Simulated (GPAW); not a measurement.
# Al2O3 (R-3c) in GPAW: further runs

The runs below take Al2O3 through band structure, single point, with LDA, GLLB-SC, TB-mBJ.

Everything below comes from runs of GPAW 26.7.0. Logs are shortened: lines on timing, memory, paths and dates and some standing lists are left out, and cuts for length are marked. The log counts tension as positive stress, the text compression.

**What was measured.**

From “Multi-petahertz electron interference in Cr:Al2O3 solid-state material”, 2018, pmc:5906618, for a bulk crystal of Al2O3: band gap 8.7 eV (optical).

The results are compared with them further down.

### Step 1. Starting point

It takes space group R-3c (No. 167, trigonal). The conventional cell has a = 4.761 Å, b = 4.761 Å, c = 12.996 Å, α = 90.00°, β = 90.00°, γ = 120.00°. Al (site symmetry 3) is surrounded by 6 O at 1.85 to 1.97 Å. O (site symmetry 2) is surrounded by 4 Al at 1.85 to 1.97 Å.

### Step 2. Band structure, LDA

run.py

```python
from ase import Atoms
from ase.dft.bandgap import bandgap
from ase.io import write
from ase.units import GPa
from gpaw import GPAW, PW

atoms = Atoms(['Al', 'Al', 'Al', 'Al', 'O', 'O', 'O', 'O', 'O', 'O'],
              cell=[[2.3802500011, 1.3742379789, 4.33186667],
                    [-2.3802500011, 1.3742379789, 4.33186667],
                    [0.0, -2.7484759578, 4.33186667]],
              scaled_positions=[[0.35216, 0.35216, 0.35216],
                                [0.14784, 0.14784, 0.14784],
                                [0.64784, 0.64784, 0.64784],
                                [0.85216, 0.85216, 0.85216],
                                [0.55668, 0.94332, 0.25],
                                [0.25, 0.55668, 0.94332],
                                [0.94332, 0.25, 0.55668],
                                [0.44332, 0.05668, 0.75],
                                [0.75, 0.44332, 0.05668],
                                [0.05668, 0.75, 0.44332]],
              pbc=True)

calc = GPAW(mode=PW(800),
            xc='LDA',
            kpts={'size': (4, 4, 4), 'gamma': True},
            occupations={'name': 'fermi-dirac', 'width': 0.05},
            nbands=44,
            convergence={'density': 1e-05, 'energy': 1e-05},
            maxiter=150,
            txt='gpaw.txt')
atoms.calc = calc
energy = atoms.get_potential_energy()
forces = atoms.get_forces()
stress = atoms.get_stress()
calc.write('gs.gpw')
write('result.traj', atoms)
print(f'Energy: {energy:.6f} eV')
print('Forces (eV/A):')
print(forces.round(4))
print('Stress (GPa):', (stress / GPa).round(3))
print('Fermi level:', round(calc.get_fermi_level(), 4), 'eV')
print(f'Gap: {bandgap(calc)[0]:.4f} eV, direct: {bandgap(calc, direct=True)[0]:.4f} eV')

path = atoms.cell.bandpath('GLB1,BZGX,QFP1Z,LP', npoints=100, eps=1e-4)
bs_calc = calc.fixed_density(kpts=path, symmetry='off', nbands=64,
                             convergence={'bands': 'CBM+6.0', 'eigenstates': 1e-6}, txt='bands.txt')
bs = bs_calc.band_structure()
bs.write('bs.json')
print(f'Gap on the path: {bandgap(bs_calc)[0]:.4f} eV')
```

Potentials or basis: the program's PAW data sets (release 1.2.1) made for this functional, pw.

Started as:

```
$ OMP_NUM_THREADS=1 python run.py
```

gpaw.txt:

```text
__  _  _
 | _ |_)|_||  |
 |__||  | ||/\| - 26.7.0

Input parameters:
  mode=PW(ecut=800.0),
  convergence={'density': 1e-05, 'energy': 1e-05},
  kpts=MonkhorstPack(size=(4, 4, 4), gamma=True),
  maxiter=150,
  nbands=44,
  occupations=Occupations(name='fermi-dirac', width=0.05),
  xc=XC(name='LDA')

Diagonalizing LCAO Hamiltonian
Converting LCAO to pw mode

            Al

           OAl
                O
         O     O
        O
            AO

            Al

Atoms  # Å, Bohr magnetons
|   | symbol |         x |         y |         z |    initial magnetic moments |
|---|--------|-----------|-----------|-----------|-----------------------------|
| 0 |     Al |  0.000000 | -0.000000 |  4.576530 | ( 0.0000,  0.0000,  0.0000) |
| 1 |     Al |  0.000000 |  0.000000 |  1.921270 | ( 0.0000,  0.0000,  0.0000) |
| 2 |     Al | -0.000000 |  0.000000 |  8.419070 | ( 0.0000,  0.0000,  0.0000) |
| 3 |     Al | -0.000000 | -0.000000 | 11.074331 | ( 0.0000,  0.0000,  0.0000) |
| 4 |      O | -0.920300 |  1.374238 |  7.580767 | ( 0.0000,  0.0000,  0.0000) |
| 5 |      O | -0.729975 | -1.484122 |  7.580767 | ( 0.0000,  0.0000,  0.0000) |
| 6 |      O |  1.650275 |  0.109884 |  7.580767 | ( 0.0000,  0.0000,  0.0000) |
| 7 |      O |  0.920300 | -1.374238 |  5.414833 | ( 0.0000,  0.0000,  0.0000) |
| 8 |      O |  0.729975 |  1.484122 |  5.414833 | ( 0.0000,  0.0000,  0.0000) |
| 9 |      O | -1.650275 | -0.109884 |  5.414833 | ( 0.0000,  0.0000,  0.0000) |

Unit cell  # Å
| periodic |         x |         y |        z |  lengths |    angles |
|----------|-----------|-----------|----------|----------|-----------|
|      yes |  2.380250 |  1.374238 | 4.331867 | 5.130223 | 55.286671 |
|      yes | -2.380250 |  1.374238 | 4.331867 | 5.130223 | 55.286671 |
|      yes |  0.000000 | -2.748476 | 4.331867 | 5.130223 | 55.286671 |

Number of symmetries: 6
Symmetry operations  # r_c * U_cc + t_c -> r_c
|   | kind |            matrix            |
|---|------|------------------------------|
| 0 |  E   |  1, 0, 0,  0, 1, 0,  0, 0, 1 |
| 1 |  C3  |  0, 1, 0,  0, 0, 1,  1, 0, 0 |
| 2 |  C3  |  0, 0, 1,  1, 0, 0,  0, 1, 0 |
| 3 |  S6  |  0, 0,-1, -1, 0, 0,  0,-1, 0 |
| 4 |  S6  |  0,-1, 0,  0, 0,-1, -1, 0, 0 |
| 5 |  i   | -1, 0, 0,  0,-1, 0,  0, 0,-1 |

BZ-sampling:
  Number of BZ points: 64
  Number of IBZ points: 14

  Monkhorst-Pack size: [4, 4, 4]
  Monkhorst-Pack shift: [0.125, 0.125, 0.125]

K-points  # in reciprocal-cell coordinates
|     |                                coordinates |     weight |
|-----|--------------------------------------------|------------|
|   0 | (  0.00000000,   0.00000000,   0.00000000) | 0.01562500 |
|   1 | (  0.25000000,   0.00000000,  -0.25000000) | 0.09375000 |
|   2 | (  0.25000000,   0.00000000,   0.00000000) | 0.09375000 |
|   3 | (  0.25000000,   0.25000000,  -0.25000000) | 0.09375000 |
|   4 | (  0.25000000,   0.25000000,   0.00000000) | 0.09375000 |
|   5 | (  0.25000000,   0.25000000,   0.25000000) | 0.03125000 |
|   6 | (  0.50000000,   0.00000000,   0.00000000) | 0.04687500 |
|   7 | (  0.50000000,   0.00000000,   0.25000000) | 0.09375000 |
|   8 | (  0.50000000,   0.25000000,  -0.25000000) | 0.09375000 |
|   9 | (  0.50000000,   0.25000000,   0.00000000) | 0.09375000 |
| ... |                                            |            |
|  13 | (  0.50000000,   0.50000000,   0.50000000) | 0.01562500 |

Plane wave coefficients: 4382
Cutoff: 800.0 eV

Spin-components: 1 (collinear spins)
Bands:           44
Projectors:      50
Spin-degeneracy: 2
Datatype:        complex128

Parallelization:
  kpt:    1
  domain: 1
  band:   1

Density:
  Valence electrons: 48.0
  Components: 1
  Grid points: [35 35 35]
  Charge: 0.0  # |e|

Potential:
  Grid points: [35 35 35]

species:
  Al:
    name:    Aluminium
    Z:       13.0
    valence: 3
    core:    10
    charge:  0.0  # [|e|]
    compensation charges:
      type: gauss
      rc: 0.34  # [Å]
      lmax: 2
    cutoffs:
      filter: 1.91  # [Å]
      core: 2.36  # [Å]
    projectors
    | kind |    occ | energy [eV] | rcut [Å] |
    |------|--------|-------------|----------|
    |   3s |  2.000 |      -7.830 |    1.085 |
    |   3p |  1.000 |      -2.783 |    1.085 |
    |    s |        |      19.382 |    1.085 |
    |    p |        |      24.428 |    1.085 |
    |    d |        |       0.000 |    1.085 |

    Using partial waves for Al as LCAO basis

  O:
    name:    Oxygen
    Z:       8.0
    valence: 6
    core:    2
    charge:  0.0  # [|e|]
    compensation charges:
      type: gauss
      rc: 0.21  # [Å]
      lmax: 2
    cutoffs:
      filter: 1.17  # [Å]
      core: 0.83  # [Å]
    projectors
    | kind |    occ | energy [eV] | rcut [Å] |
    |------|--------|-------------|----------|
    |   2s |  2.000 |     -23.752 |    0.688 |
    |   2p |  4.000 |      -9.195 |    0.598 |
    |    s |        |       3.459 |    0.688 |
    |    p |        |      18.016 |    0.598 |
    |    d |        |       0.000 |    0.619 |

    Using partial waves for O as LCAO basis

Reference energy: -38481.133639  # eV

eigensolver:
  PPCG
  Converge bands: occupied
  niter=2

density mixing:
  MSR1-Mixer
  Pratt-step length: 0.05
  Maximum mixing coefficient: 0.75
  Old densities: 10
  SVD Regularization: 0.005
  Good broyden scale: 1.0
  Trust region scale: 1.0
  Backstep threshold: 4.0
  History deletion threshold: 6.0
  Fourier metric: weight=20.0, sigma=0.015

occupation numbers:
  Fermi-Dirac:
    width: 0.0500  # eV

poisson solver:
  ecut: 6400.0  # eV

xc functional:
  name: None

convergence criteria:
[... 6 lines left out ...]
|iter     | |      energy | eigst |  dens |
|---------|-|-------------|-------|-------|
|iter:   1| |  -91.093892 | +0.32 |       |
|iter:   2| |  -89.392406 | -1.90 | -0.72 |
|iter:   3| |  -84.168126 | -0.98 | -0.78 |
|iter:   4| |  -84.145527 | -2.93 | -1.36 |
|iter:   5| |  -84.148785 | -3.86 | -1.67 |
|iter:   6| |  -84.148855 | -6.07 | -2.95 |
|iter:   7| |  -84.148863c| -6.99 | -3.38 |
|iter:   8| |  -84.148863c| -7.61c| -4.65 |
|iter:   9| |  -84.148863c| -8.68c| -5.33c|

Converged in 9 steps
Energy contributions relative to reference atoms: (reference = -38481.133639)

Energy contributions:
  Kinetic:          86.651428
  Coulomb:         -77.408325
  Zero:              1.281094
  External:          0.000000
  Xc:              -94.673059
  Entropy:          -0.000000
  Spinorbit:         0.000000
  ----------------------------
  Free energy:     -84.148863
  Extrapolated:    -84.148863

dipole moment: (-0.000000, 0.000000, -0.000003)  # |e|*Ang

Fermi level: 7.395
Eigenvalues  # (at kpt = [0.000, 0.000, 0.000])
| band index |      eig [eV] | occ [0-2] |
|------------|---------------|-----------|
|          0 |       -13.117 |     2.000 |
|        ... |               |           |
|         16 |         4.458 |     2.000 |
|         17 |         4.592 |     2.000 |
|         18 |         4.592 |     2.000 |
|         19 |         5.403 |     2.000 |
|         20 |         5.403 |     2.000 |
|         21 |         5.875 |     2.000 |
[... 8 lines left out ...]
|         30 |        18.043 |     0.000 |
|         31 |        18.043 |     0.000 |
|        ... |               |           |
|         43 |        25.376 |     0.000 |

Gap: 6.168 eV
Transition (v -> c):
  (s=0, k=0, n=23, [0.00, 0.00, 0.00]) -> (s=0, k=0, n=24, [0.00, 0.00, 0.00])
No difference between direct/indirect transitions

Forces  # eV/Ang
|        x |        y |        z |
|----------|----------|----------|
| -0.00000 | -0.00000 | -0.05261 |  # Al   0
| -0.00000 |  0.00000 |  0.05261 |  # Al   1
|  0.00000 |  0.00000 |  0.05261 |  # Al   2
|  0.00000 | -0.00000 | -0.05261 |  # Al   3
| -0.12716 | -0.00001 |  0.00002 |  # O    4
|  0.06359 | -0.11012 |  0.00002 |  # O    5
|  0.06358 |  0.11013 |  0.00002 |  # O    6
|  0.12716 |  0.00001 | -0.00002 |  # O    7
| -0.06359 |  0.11012 | -0.00002 |  # O    8
| -0.06358 | -0.11013 | -0.00002 |  # O    9

Stress tensor  # eV/Ang^3
|        x |        y |        z |
|----------|----------|----------|
| 0.016168 | 0.000000 | 0.000000 |
| 0.000000 | 0.016168 | 0.000000 |
| 0.000000 | 0.000000 | 0.019944 |

# Writing to gs.gpw (mode='')
```

bands.txt:

```text
Diagonalizing LCAO Hamiltonian
Converting LCAO to pw mode
convergence criteria:
- Maximum integral of absolute [eigenst]ate change: 1e-06 eV^2 / valence electron
maximum number of iterations: 150

SCF iterations
|iter     | |      energy | eigst |  dens |
|---------|-|-------------|-------|-------|
|iter:   1| |             | +1.22 |       |
[... 105 lines left out ...]
         [ 0.55916434,  0.08152894,  0.08152894],
         [ 0.58874651,  0.12229341,  0.12229341],
         [ 0.61832868,  0.16305788,  0.16305788],
         [ 0.64791084,  0.20382236,  0.20382236],
         [ 0.67749301,  0.24458683,  0.24458683],
         [ 0.70707518,  0.2853513 ,  0.2853513 ],
         [ 0.73665735,  0.32611577,  0.32611577],
         [ 0.76623952,  0.36688024,  0.36688024]])),
  maxiter=150,
  nbands=64,
  occupations=Occupations(name='fermi-dirac', width=0.05),
  symmetry=Symmetry(point_group=False, time_reversal=False),
  xc=XC(name='LDA')
```

Wall time 6.1 min (1 thread of AMD EPYC 7R43 (Zen 3), shared host); peak memory 0.91 GiB.

What came out:

- Free energy: -84.1489 eV
- Pressure: -2.8 GPa
- Largest force: 0.127 eV/Å
- Band gap on the k mesh: 6.17 eV, direct
- Band gap along the path: 6.17 eV, direct

Forces on the atoms (eV/Å):
```
Al   0.000  0.000 -0.053
Al   0.000  0.000  0.053
Al   0.000  0.000  0.053
Al   0.000  0.000 -0.053
O   -0.127  0.000  0.000
O    0.064 -0.110  0.000
O    0.064  0.110  0.000
O    0.127  0.000  0.000
O   -0.064  0.110  0.000
O   -0.064 -0.110  0.000
```

Levels at the corners of the path, in eV from the valence-band top:
| point | band 20 | band 21 | band 22 | band 23 | band 24 | band 25 | band 26 | band 27 | band 28 | band 29 |
| --- | --- | --- | --- | --- | --- | --- | --- | --- | --- | --- |
| Γ | -0.51 | -0.51 | -0.04 | -0.04 | 0.00 | 6.17 | 8.98 | 10.50 | 11.35 | 11.35 |
| L | -1.35 | -0.93 | -0.93 | -0.28 | -0.28 | 9.31 | 9.31 | 9.47 | 9.47 | 11.55 |
| B1 | -1.22 | -0.87 | -0.87 | -0.52 | -0.52 | 9.53 | 9.53 | 9.95 | 9.95 | 10.36 |
| B | -1.22 | -0.87 | -0.87 | -0.52 | -0.52 | 9.53 | 9.53 | 9.95 | 9.95 | 10.36 |
| Z | -2.05 | -0.39 | -0.39 | -0.39 | -0.39 | 8.56 | 8.56 | 10.80 | 10.80 | 12.28 |
| Γ | -0.51 | -0.51 | -0.04 | -0.04 | 0.00 | 6.17 | 8.98 | 10.50 | 11.35 | 11.35 |
| X | -1.14 | -0.91 | -0.86 | -0.58 | -0.30 | 9.36 | 9.36 | 9.57 | 9.99 | 10.51 |
| Q | -1.14 | -0.91 | -0.86 | -0.58 | -0.30 | 9.36 | 9.36 | 9.57 | 9.99 | 10.51 |
| F | -1.32 | -1.05 | -0.94 | -0.76 | -0.27 | 9.37 | 9.61 | 9.77 | 10.25 | 10.86 |
| P1 | -1.10 | -1.06 | -0.89 | -0.77 | -0.48 | 9.54 | 9.70 | 10.04 | 10.22 | 10.25 |
| Z | -2.05 | -0.39 | -0.39 | -0.39 | -0.39 | 8.56 | 8.56 | 10.80 | 10.80 | 12.28 |
| L | -1.35 | -0.93 | -0.93 | -0.28 | -0.28 | 9.31 | 9.31 | 9.47 | 9.47 | 11.55 |
| P | -1.10 | -1.06 | -0.89 | -0.77 | -0.48 | 9.54 | 9.70 | 10.04 | 10.22 | 10.25 |

### Step 3. Single point, GLLB-SC

Changes to run.py since step 2:

```diff
@@ -3,3 +3,2 @@
 from ase.io import write
-from ase.units import GPa
 from gpaw import GPAW, PW
@@ -23,3 +22,3 @@
 calc = GPAW(mode=PW(800),
-            xc='LDA',
+            xc='GLLBSC',
             kpts={'size': (4, 4, 4), 'gamma': True},
@@ -32,18 +31,5 @@
 energy = atoms.get_potential_energy()
-forces = atoms.get_forces()
-stress = atoms.get_stress()
 calc.write('gs.gpw')
 write('result.traj', atoms)
-print(f'Energy: {energy:.6f} eV')
-print('Forces (eV/A):')
-print(forces.round(4))
-print('Stress (GPa):', (stress / GPa).round(3))
 print('Fermi level:', round(calc.get_fermi_level(), 4), 'eV')
 print(f'Gap: {bandgap(calc)[0]:.4f} eV, direct: {bandgap(calc, direct=True)[0]:.4f} eV')
-
-path = atoms.cell.bandpath('GLB1,BZGX,QFP1Z,LP', npoints=100, eps=1e-4)
-bs_calc = calc.fixed_density(kpts=path, symmetry='off', nbands=64,
-                             convergence={'bands': 'CBM+6.0', 'eigenstates': 1e-6}, txt='bands.txt')
-bs = bs_calc.band_structure()
-bs.write('bs.json')
-print(f'Gap on the path: {bandgap(bs_calc)[0]:.4f} eV')
```

Potentials or basis: the program's PAW data sets (release 1.2.1) made for this functional, pw.

Started as:

```
$ OMP_NUM_THREADS=1 python run.py
```

Run time: 1.8 min. Hardware: 1 thread of AMD EPYC 7R43 (Zen 3), shared host; peak memory 0.32 GiB.

Results (log left out):

```
Band gap on the k mesh, Kohn-Sham part alone : 7.21 eV, direct
```

Levels at points of the mesh, in eV from the valence-band top:
```csv
k point,band 20,band 21,band 22,band 23,band 24,band 25,band 26,band 27,band 28,band 29
"(0.00, 0.00, 0.00)",-0.54,-0.54,-0.07,-0.07,0.00,7.21,10.36,12.57,12.81,12.84
"(0.50, 0.00, 0.00)",-1.14,-0.90,-0.90,-0.30,-0.30,10.42,10.42,11.06,11.06,13.01
"(0.50, 0.50, 0.00)",-1.15,-0.98,-0.82,-0.69,-0.28,10.87,10.91,11.08,11.53,12.37
"(0.50, 0.50, 0.50)",-1.81,-0.38,-0.38,-0.38,-0.38,9.66,9.66,12.73,12.73,13.80
```

Caveat: a model potential gives levels but no total energy.

### Step 4. Single point, TB-mBJ

Changes to run.py since step 3:

```diff
@@ -22,3 +22,3 @@
 calc = GPAW(mode=PW(800),
-            xc='GLLBSC',
+            xc='TB09',
             kpts={'size': (4, 4, 4), 'gamma': True},
@@ -27,2 +27,3 @@
             convergence={'density': 1e-05, 'energy': 1e-05},
+            eigensolver='cg',
             maxiter=150,
```

Potentials or basis: GPAW PAW data sets for LDA (gpaw-data 1.2.1), pw.

Started as:

```
$ OMP_NUM_THREADS=1 python run.py
```

It took 5.6 min on 1 thread of AMD EPYC 7R43 (Zen 3), shared host; peak memory 0.35 GiB.

Results (log left out):

- Band gap on the k mesh: 8.19 eV, direct

Levels at points of the mesh, in eV from the valence-band top:
| k point | band 20 | band 21 | band 22 | band 23 | band 24 | band 25 | band 26 | band 27 | band 28 | band 29 |
| --- | --- | --- | --- | --- | --- | --- | --- | --- | --- | --- |
| (0.00, 0.00, 0.00) | -0.50 | -0.50 | -0.08 | -0.08 | 0.00 | 8.19 | 11.46 | 13.09 | 13.69 | 13.69 |
| (0.50, 0.00, 0.00) | -1.31 | -0.85 | -0.85 | -0.26 | -0.26 | 11.50 | 11.50 | 11.94 | 11.94 | 14.18 |
| (0.50, 0.50, 0.00) | -1.18 | -0.97 | -0.84 | -0.73 | -0.27 | 11.79 | 12.07 | 12.09 | 12.52 | 13.50 |
| (0.50, 0.50, 0.50) | -1.88 | -0.41 | -0.41 | -0.41 | -0.41 | 10.74 | 10.74 | 13.57 | 13.57 | 14.94 |

Caveat: a model potential gives levels but no total energy; the PAW data sets were made with another functional, which shifts forces and pressure a little.

### Step 5. Overview

```tsv
task	level	potentials or basis	band path	band points	gap on the mesh (eV)
band structure	LDA	the program's PAW data sets (release 1.2.1) made for this functional, pw	GLB1,BZGX,QFP1Z,LP	100	6.17
single point	GLLB-SC	the program's PAW data sets (release 1.2.1) made for this functional, pw	-	-	-
single point	TB-mBJ	GPAW PAW data sets for LDA (gpaw-data 1.2.1), pw	-	-	8.19
```

Alike in all rows: no spin polarisation; cell as given; k mesh 4 × 4 × 4; cutoff (eV) 800; smearing fermi-dirac 0.05 eV.

Caveats: a model potential gives levels but no total energy (some runs); the PAW data sets were made with another functional, which shifts forces and pressure a little (some runs).

Total energies depend on the potentials used, so only differences within one code and one set of settings carry meaning.

### Step 6. How close it comes

Step 2. Against the measured gap of Al2O3, 8.7 eV (optical; quoted in “Multi-petahertz electron interference in Cr:Al2O3 solid-state material”, 2018, pmc:5906618), the calculated 6.17 eV is off by -2.53 eV. The value is that of LDA, without temperature or zero-point motion. Semilocal functionals fall short of measured gaps as a rule.

Step 3. The gap isn't set beside the deposited one, since the derivative discontinuity is missing.

Step 4. A measured gap of Al2O3 is 8.7 eV (optical; quoted in “Multi-petahertz electron interference in Cr:Al2O3 solid-state material”, 2018, pmc:5906618); the calculated 8.19 eV misses it by -0.51 eV. The value is that of TB-mBJ, without temperature or zero-point motion.
